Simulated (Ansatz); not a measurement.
# Ti: the cost of one run

Computed with Ansatz 0.2.0 (DFT PBEsol, scalar-relativistic, plane waves, PAW, unless a step's input says otherwise).

2 further runs of the same task are left out: 2 that didn't finish.

### Step 1. The structure to begin with

It takes space group Im-3m (No. 229, cubic). Conventional cell: a = 3.282 Å, b = 3.282 Å, c = 3.282 Å, α = 90.00°, β = 90.00°, γ = 90.00°. Around Ti (site symmetry m-3m) lie 8 Ti at 2.84 Å.

As a file:

```xyz
4
Lattice="-1.6410 1.6410 -1.6410 -1.6410 -1.6410 1.6410 0.0000 6.5640 6.5640" Properties=species:S:1:pos:R:3 pbc="T T T"
Ti    0.0000    0.0000    0.0000
Ti   -1.6410    1.6410    1.6410
Ti    0.0000    3.2820    3.2820
Ti   -1.6410    4.9230    4.9230
```

The cell is taken as given, not relaxed at this level.

### Step 2. Zero of the scan

The input, input.yaml:

```yaml
crystal:
  lattice:
    - [-1.641, 1.641, -1.641]
    - [-1.641, -1.641, 1.641]
    - [0.0, 6.564, 6.564]
  atoms:
    - { symbol: Ti, position: [0.0, 0.0, 0.0] }
    - { symbol: Ti, position: [0.5, 0.5, 0.25] }
    - { symbol: Ti, position: [0.0, 0.0, 0.5] }
    - { symbol: Ti, position: [0.5, 0.5, 0.75] }
basis:
  ecutwfc: 420
kpoints:
  mp_grid: { grid: [17, 17, 5] }
hamiltonian:
  xc: pbesol
scf:
  occupations: { method: gaussian, width: 0.15 }
output:
  forces: true
  stress: true
  eigenvalues: true
  write_density: true
  write_potential: true
  elf: true
  volumetric_format: npy
```

Command:

```bash
> ansatz run input.yaml --threads 2 --pin off --max-ram 5120MiB --backend cpu --events-out ev --progress --plain --runs-dir out
```

What time and memory should one allow on 2 threads of Arm Neoverse V1, shared host?

About 15 s, with a peak of 0.61 GiB.
